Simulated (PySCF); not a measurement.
Set up this calculation in PySCF 2.14.0, as a Python script.

```
Task                                       : atomic charges
Functional                                 : PBE
Potentials or basis                        : 6-31g* (all-electron)
k mesh                                     : 1 × 1 × 1
Occupations                                : fixed
Spin                                       : no spin polarisation
Exponents discarded below (exp_to_discard) : 0 1/bohr^2
conv_tol                                   : 1e-07 Ha
max_cycle                                  : 60
Relativity                                 : none
Coulomb method                             : Gaussian density fitting (GDF)
Grid for exchange and correlation          : Becke, atom-centred
```

The system is OGaF3H2, in a box.

```
O Ga F H
1.0
    12.00000    0.00000    0.00000
     0.00000   13.00000    0.00000
     0.00000    0.00000   12.00000
O Ga F H
1 1 3 2
Direct
  0.40266 0.55224 0.54500
  0.52043 0.45813 0.47635
  0.55850 0.40448 0.60483
  0.45125 0.38038 0.38098
  0.60021 0.56070 0.42512
  0.40195 0.54167 0.62468
  0.42372 0.62285 0.53135
```

The input as run:

run.py

```python
import json
import numpy as np
from pyscf.pbc import gto, scf, dft, df

cell = gto.Cell()
cell.a = '''
 12.0000000000    0.0000000000    0.0000000000
  0.0000000000   13.0000000000    0.0000000000
  0.0000000000    0.0000000000   12.0000000000'''
cell.atom = '''
O    4.8319500000    7.1790999800    6.5400000000
Ga   6.2451500400    5.9557000100    5.7162000000
F    6.7019499600    5.2581999600    7.2579999600
F    5.4150500400    4.9448999600    4.5717999600
F    7.2025500000    7.2891000000    5.1014000400
H    4.8234500400    7.0416999900    7.4961999600
H    5.0846499600    8.0971000500    6.3762000000'''
cell.unit = 'A'
cell.basis = '6-31g*'
cell.exp_to_discard = 0
cell.precision = 1e-08
cell.max_memory = 2520  # MB
cell.verbose = 4
cell.build()

res = {}
kpts = cell.make_kpts([1, 1, 1])
mf = dft.KRKS(cell, kpts, xc='pbe')
mf = mf.density_fit()
mf.with_df._cderi_to_save = 'cderi.h5'
mf.with_df.build(j_only=False)
mf.conv_tol = 1e-07
mf.max_cycle = 60

mf.kernel()
res.update(converged=bool(mf.converged), e_tot=mf.e_tot, nelec=cell.nelectron, nao=cell.nao, mesh=list(map(int, cell.mesh)), a=cell.lattice_vectors().tolist(), coords=cell.atom_coords().tolist(),
           mo_energy=[np.real(x).tolist() for x in mf.mo_energy], mo_occ=[np.real(x).tolist() for x in mf.mo_occ])
res.update(kpts=cell.get_scaled_kpts(kpts).tolist())
res['parts'] = {k: float(np.real(v)) for k, v in mf.scf_summary.items() if np.isscalar(v)}
json.dump(res, open('results.json', 'w'))
if not mf.converged:
    raise SystemExit('SCF not converged')

print('levels (eV)')
for i, kp in enumerate(res['kpts'][:40]):
    print('k %7.4f %7.4f %7.4f  ' % tuple(kp), ' '.join('%.3f' % (x * 27.211386) for x in res['mo_energy'][i][:39]))

# Mulliken populations
dm, s = np.asarray(mf.make_rdm1()), np.asarray(mf.get_ovlp())
sites = cell.aoslice_by_atom()[:, 2:]
tot = np.einsum('kij,kji->i', dm, s).real / len(kpts)
res['mulliken'] = [cell.atom_charge(i) - tot[a0:a1].sum() for i, (a0, a1) in enumerate(sites)]
print('Mulliken charges', np.round(res['mulliken'], 5))
res['meta_lowdin'] = mf.mulliken_meta()[1].tolist()

# density on a uniform mesh
grids = dft.gen_grid.UniformGrids(cell)
grids.mesh = [61, 67, 61]
grids.build()
ni = dft.numint.KNumInt()
rho = [ni.get_rho(cell, x, grids, kpts) for x in [dm]]
np.save('rho.npy', np.reshape(rho, (-1, *grids.mesh)))
res['done'] = True
json.dump(res, open('results.json', 'w'))
```

Potentials or basis: 6-31g* (all-electron).

Run with:

```sh
$ OMP_NUM_THREADS=2 python -u run.py > log
```

It gave:

```
Gap between the frontier levels : 6.27 eV
Meta-löwdin charges             : O -0.48; Ga +1.03; F -0.43, -0.41; H +0.37 e
```

Caveat: this is a molecule in a periodic box at the Γ point, so its band gap is the HOMO-LUMO gap; population charges move with the basis; relativity is left out, which matters for the heavier elements; the basis of atomic orbitals isn't converged, which shifts pressures, moduli and gaps.

It took 39 s on 2 threads of Intel(R) Xeon(R) Processor @ 2.70GHz, with other jobs on the host, peak memory 1.9 GiB.
